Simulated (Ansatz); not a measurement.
# BFH3NSi: the cost of one run

Program: Ansatz 0.2.0. Level of theory: UKS B3LYP/def2-SVP. These are calculated values, not measurements.

## 1. The system as given

Bond lengths: B1–Si2 1.829 Å, Si2–N3 1.715 Å, Si2–F4 1.630 Å, B1–H5 1.162 Å, N3–H6 1.004 Å, N3–H7 1.010 Å. Angles: B1–Si2–N3 137.1°, B1–Si2–F4 120.9°, N3–Si2–F4 98.5°, Si2–B1–H5 138.4°, Si2–N3–H6 121.1°, Si2–N3–H7 120.7°, H6–N3–H7 111.7°.

Structure file:

```xyz
7

B    -1.6958    0.9345    0.3727
Si   -0.3358   -0.1052   -0.2708
N     1.3341   -0.3293    0.0478
F    -0.6421   -1.5455   -0.9710
H    -2.2413    1.9221    0.0947
H     1.8717    0.3763    0.5183
H     1.7091   -1.2529    0.2082
```

## 2. Relaxing end A

input.yaml reads:

```yaml
crystal:
  periodic: [false, false, false]
  atoms:
    - { symbol: B, position_ang: [-1.6958, 0.93448, 0.37273] }
    - { symbol: Si, position_ang: [-0.33579, -0.10518, -0.27082] }
    - { symbol: "N", position_ang: [1.33415, -0.32933, 0.04782] }
    - { symbol: F, position_ang: [-0.64206, -1.54546, -0.97098] }
    - { symbol: H, position_ang: [-2.24134, 1.9221, 0.09472] }
    - { symbol: H, position_ang: [1.87171, 0.37631, 0.5183] }
    - { symbol: H, position_ang: [1.70914, -1.25292, 0.20823] }
magnetization:
  spin_polarized: true
basis:
  gaussian: { orbitals: def2-SVP }
hamiltonian:
  xc: b3lyp
relax:
  f_tol: 0.02
  max_steps: 50
```

On the command line:

```bash
$ ansatz run input.yaml --threads 2 --pin off --max-ram 3072MiB --backend cpu --events-out ev --progress --plain --runs-dir out
```

Q: Estimate wall time and peak memory on 2 threads of Arm Neoverse V2, shared host.

About 40 s, with a peak of 0.21 GiB.
